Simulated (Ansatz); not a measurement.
What does this script print? It uses Ansatz's Python interface.

`POSCAR`
```text
Li3Ag
1.0
  -2.10912455    2.10912455    3.66858413
   2.10912455   -2.10912455    3.66858413
   2.10912455    2.10912455   -3.66858413
Li Ag
3 1
Direct
   0.25000000    0.75000000    0.50000000
   0.75000000    0.25000000    0.50000000
   0.50000000    0.50000000    0.00000000
   0.00000000    0.00000000    0.00000000
```

Script `robust.py`:
```python
# -*- coding: utf-8 -*-
'''Refuse a result for Li3Ag that has doubts or was not closed by its thresholds.'''

import logging
import sys
import warnings

import ansatz as az
from ase.io import read

logging.basicConfig(stream=sys.stdout, format='[%(levelname)s] %(message)s')
log = logging.getLogger('calc')
log.setLevel(logging.INFO)


def main():
    atoms = read('POSCAR', format='vasp')
    system = az.Crystal.from_ase(atoms)

    job = (
        system.calculation()
        .functional('PBEsol', dispersion='D4')
        .basis(28 * az.Ry, density_ratio=6)
        .accuracy('medium')
        .kpoints(spacing=0.29)
        .occupations('gaussian', width=0.2)
        .scf(lower_state_search='light', algorithm='direct_min')
    )

    with warnings.catch_warnings(record=True) as caught:
        warnings.simplefilter('always')
        result = job.forces().stress().run()
    for item in caught:
        if issubclass(item.category, (az.RunWarning, az.DeckWarning)):
            print(item.category.__name__, '-', str(item.message)[:120])
    data = result.report
    doubts = data['published_state_doubts']
    if doubts or data.get('closed_by') != 'deck_thresholds':
        print('rejected:', doubts, data.get('closed_by'))
    else:
        log.info(f'accepted: F = {data["free_energy_ev"]:.5f} eV')


if __name__ == '__main__':
    main()
```

```console
$ python robust.py
DeckWarning - basis.ecutwfc = 380.959407443832 eV is below the records' recommended 420 eV, and the density's cutoff is lower with it
[INFO] accepted: F = -8131.99525 eV
```

Notes:
- The settings weren't tested for convergence.
- The cutoff lies under the one recommended for these potentials.
- Dispersion corrections can be off by several per cent in the lattices of metals, and by several GPa in the pressure at a fixed cell.
- This cell is a computed structure, which may not be the phase found in nature.
- It ran for 7.5 s on 1 thread of Arm Neoverse V2, on a shared host, peak memory 0.55 GiB.

(A comment or docstring line of the script was reworded after the run, the code is as it ran.)
